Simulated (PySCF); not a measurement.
**TiF+: bond curves at several levels of theory**

The task here is to estimate one member of a computed series from the others.

Method: Ti def2-TZVPPD, F def2-TZVPPD, no relativity; program: PySCF 2.14.0.

Set-up of the first run:

A driver script around PySCF takes these settings:

```json
{"atoms": "Ti, F", "charge": "1", "basis": "Ti def2-TZVPPD, F def2-TZVPPD", "Hamiltonian": "no relativity", "basis functions": "107", "electrons treated": "30", "masses in u": "47.9479, 18.9984", "levels": "PBE0, PBE, r²SCAN, LDA, M06, TPSSh, M06-L, M06-2X, ωB97M-V, HF, MP2, SCS-MP2, CCSD, CCSD(T)", "grid": "80 radial by 434 angular points", "occupations": "held fixed by the projection of orbital angular momentum", "dissociation limit": "Ti+ + F, each in its ground configuration", "starting distance in angstrom": "1.980", "values of 2S to try": "0, 2, 4, 6"}
```

Started as:

```console
OMP_NUM_THREADS=2 python dia.py task.json out
```

Among the steps run: Set-up; The PBE0 curve of the state that the search chose; Other states along the same grid; PBE; r²SCAN (meta-GGA); LDA (local density); M06 (hybrid meta-GGA); TPSSh; M06-L; M06-2X; ωB97M-V (range-separated hybrid); UHF (mean field); MP2 and coupled cluster.

One of the session's tables, all rows but one given; the rest of the session is left out.

| level | Re (Å) | ωe (cm⁻¹) | De (eV) |
| --- | --- | --- | --- |
| UHF | 1.755 | 789 | 2.90 |
| UHF-MP2 | 1.724 | 810 | 5.70 |
| UHF-SCS-MP2 | ? | ? | ? |
| UHF-CCSD | 1.734 | 807 | 5.18 |
| UHF-CCSD(T) | 1.733 | 805 | 5.47 |
| LDA | 1.694 | 839 | 7.40 |
| PBE | 1.721 | 796 | 6.30 |
| r²SCAN | 1.717 | 814 | 5.68 |
| M06-L | 1.725 | 803 | 6.31 |
| TPSSh | 1.720 | 811 | 5.70 |
| PBE0 | 1.716 | 816 | 5.63 |
| M06 | 1.724 | 807 | 6.59 |
| M06-2X | 1.733 | 803 | 5.83 |
| ωB97M-V | 1.725 | 806 | 5.76 |

**Question.** Estimate the row for UHF-SCS-MP2.

As computed: Re (Å): 1.733; ωe (cm⁻¹): 799; De (eV): 5.37.

To keep in mind: The state is the lowest single determinant that the PBE0 search found; with open d or f shells the true ground state can be another one.
